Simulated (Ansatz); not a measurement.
# ZrTaC2: the cost of one run

Method: DFT PBEsol, scalar-relativistic, plane waves, PAW, in Ansatz 0.2.0.

### 1 The system as given

It takes space group R-3m (No. 166, trigonal). The conventional cell has a = 3.233 Å, b = 3.233 Å, c = 15.919 Å, α = 90.00°, β = 90.00°, γ = 120.00°. Zr (site symmetry -3m) has 6 C at 2.33 Å as nearest neighbours. Ta (site symmetry -3m) is surrounded by 6 C at 2.25 Å. Around C (site symmetry 3m) lie 3 Ta at 2.25 Å and 3 Zr at 2.33 Å.

As a file:

```cif
data_structure
_symmetry_space_group_name_H-M 'P 1'
_symmetry_Int_Tables_number 1
_cell_length_a 3.2326
_cell_length_b 3.2326
_cell_length_c 5.6251
_cell_angle_alpha 73.302
_cell_angle_beta 73.302
_cell_angle_gamma 60.000
_cell_volume 48.02
loop_
_atom_site_label
_atom_site_type_symbol
_atom_site_fract_x
_atom_site_fract_y
_atom_site_fract_z
_atom_site_occupancy
Zr1 Zr 0.00000 0.00000 0.00000 1
Ta1 Ta 0.50000 0.50000 0.50000 1
C1 C 0.24528 0.24528 0.26417 1
C2 C 0.75472 0.75472 0.73583 1
```

The structure comes from the Materials Project (structure only).

### 2 Ground state at the listed geometry

Contents of input.yaml:

```yaml
crystal:
  lattice:
    - [-1.6162758821, 2.7994719468, 0.0]
    - [-3.2325517642, 0.0, 0.0]
    - [-1.6162758821, 0.9331573156, 5.3064719008]
  atoms:
    - { symbol: Zr, position: [0.0, 0.0, 0.0] }
    - { symbol: Ta, position: [0.5, 0.5, 0.5] }
    - { symbol: C, position: [0.24527677, 0.24527677, 0.26416969] }
    - { symbol: C, position: [0.75472323, 0.75472323, 0.73583031] }
basis:
  ecutwfc: 420
  fft_grid_basis: typed
kpoints:
  mp_grid: { grid: [12, 12, 12] }
hamiltonian:
  xc: pbesol
  pseudopotentials: { kind: paw }
scf:
  occupations: { method: gaussian, width: 0.05 }
output:
  forces: true
  stress: true
  eigenvalues: true
  bader: true
  write_density: true
  volumetric_format: npy
  elf: true
```

Command:

```sh
ansatz run input.yaml --threads 1 --pin off --max-ram 2560MiB --backend cpu --events-out ev --progress --plain --runs-dir out
```

Q: Estimate wall time and peak memory on 1 thread of Arm Neoverse V1, shared host.

About 53 s, with a peak of 0.43 GiB.
